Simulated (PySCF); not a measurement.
# [SnCl2]+: relaxation and vibrations of the doublet

Aim: relax [SnCl2]+ as a doublet from a linear start, check by its vibrations whether the end is a minimum, and collect its spectrum and constants.

Program: PySCF 2.14.0. Level of theory: PBE0, basis Sn def2-TZVP with ECP28, Cl def2-TZVP, scalar-relativistic core potentials, no spin–orbit coupling, density fitting. These are calculated values, not measurements.

### Step 1. Starting geometry

3 atoms, charge 1, spin multiplicity 2.

Bond lengths: Sn1–Cl2 2.342 Å, Sn1–Cl3 2.342 Å. Angles: Cl2–Sn1–Cl3 180.0°.

```xyz
3
charge 1 multiplicity 2
Sn    0.0000    0.0000    0.0000
Cl    0.0000    0.0000    2.3422
Cl    0.0000    0.0000   -2.3422
```

### Step 2. The SCF at the typed geometry

The steps below are one call of a driver around PySCF. For each, scf.py gives the equivalent set-up of the SCF; relaxations use the driver's own optimiser. After this first run the driver tries any further starts and a stability analysis.

The input, scf.py:

```python
from pyscf import gto, scf, dft
mol = gto.M(atom='''
Sn     0.000000     0.000000     0.000000
Cl     0.000000     0.000000     2.342200
Cl     0.000000     0.000000    -2.342200''',
    basis={'Sn': 'def2-TZVP', 'Cl': 'def2-TZVP'},
    ecp={'Sn': 'def2-TZVP'},
    charge=1, spin=1)
mf = dft.UKS(mol, xc='PBE0')
mf.grids.atom_grid = (50, 194)
aux = {'Sn': 'def2-universal-JKFIT', 'Cl': 'def2-universal-JKFIT'}
mf = mf.density_fit(auxbasis=aux)
mf.conv_tol = 1e-08
mf.diis_space = 10
mf.max_cycle = 60
mf.init_guess = 'minao'
mf.verbose = 4
mf.kernel()
```

Command:

```bash
> OMP_NUM_THREADS=4 python axn.py task.json out
```

After this run come: Linear start, doublet: relaxation; Vibrations and properties at this point; Leaving the saddle point; Is it a minimum? Harmonic modes.

Q: Predict the outcome of this session. Wanted: minimum; geometry; wavenumbers; dipole moment; highest occupied, lowest empty level; polar-tensor charge of Sn1; zero-point energy; ⟨S²⟩.

**Answer**, as computed:

```
                                          quantity                                value
                                           minimum                         doublet, C2v
                                          geometry  Sn–Cl 2.272 Å (×2); Cl–Sn–Cl 120.0°
                                wavenumbers (cm⁻¹)          93 (a1), 368 (a1), 402 (b2)
                    dipole moment (centre of mass)                               1.66 D
highest occupied, lowest empty level (either spin)                    -14.24, -11.51 eV
                        polar-tensor charge of Sn1                              +1.33 e
                                 zero-point energy                           5.2 kJ/mol
                               entropy at 298.15 K                      310.6 J/(mol K)
                                              ⟨S²⟩                                0.757
```

In words: From D∞h at the start the molecule goes to a C2v minimum, after a stop at a second-order saddle point 46.7 kJ/mol higher, from which it was pushed off along an imaginary mode. In the infrared the band at 402 cm⁻¹ (b2, stretch) leads. Only this shape and spin were tried, so other structures or states may lie lower. Spin–orbit coupling, left out here, can matter for elements this heavy.
